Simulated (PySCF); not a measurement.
# C5H9BOSi: the cost of one run

Programs: PySCF 2.14.0, with density-fitted response routines of our own. Each step states its level of theory. These are calculated values for one molecule in the gas phase, unless marked as measured. Atoms are numbered from 0 throughout.

## Step 1: Starting geometry

17 atoms, charge 0, multiplicity 1; geometry from: GFN2-xTB.

Bonds of the start (Å): C1–O2 1.34, O2–Si3 1.63, C1–C4 1.50, C4–C5 1.48, C5–C6 1.35, C6–C7 1.43, C7–C1 1.36, B0–H8 1.17, B0–H9 1.17, Si3–H10 1.46, Si3–H11 1.45, Si3–H12 1.46, C4–H13 1.09, C5–H14 1.07, C6–H15 1.08, C7–H16 1.08.

The optimised geometry no longer has the bonds of the starting formula, so what follows describes that rearranged structure.

## Step 2: TDDFT and polarisability: CAM-B3LYP/def2-SVPD

The job: settings as JSON, then the geometry in Å.

```
{"job": {"kind": "uv", "xc": "CAM-B3LYP", "basis": "def2-SVPD", "nstates": 8, "ntriplets": 3}, "charge": 0, "multiplicity": 1}
B     -0.603249     1.842486    -0.045955
C      0.076632    -0.256861    -0.315772
O      1.346839    -0.084319    -0.709312
Si     2.769881    -0.413030     0.007078
C     -1.050831     0.567108    -0.869595
C     -2.240668    -0.071309    -0.262590
C     -1.850887    -1.026190     0.606448
C     -0.425338    -1.143035     0.581935
H     -0.886928     1.920520     1.083864
H      0.032857     2.673942    -0.564377
H      2.861122     0.269431     1.298807
H      3.659130     0.121654    -1.010847
H      2.941455    -1.851670     0.220570
H     -1.055621     0.682974    -1.948426
H     -3.243056     0.263454    -0.454746
H     -2.489153    -1.626482     1.229622
H      0.150817    -1.856642     1.143385
```

With the program's defaults for keys left out, this is: TDDFT CAM-B3LYP/def2-SVPD, vertical, gas phase, core orbitals frozen in the response.

Run with:

```sh
OMP_NUM_THREADS=1 python probes_run.py task.json out
```

This one command runs all jobs of the session in turn.

**Question.** How long does this job take on 1 thread of Arm Neoverse N1, shared host, and how much memory does it need?

About 1.9 min, with a peak of 1.1 GiB.
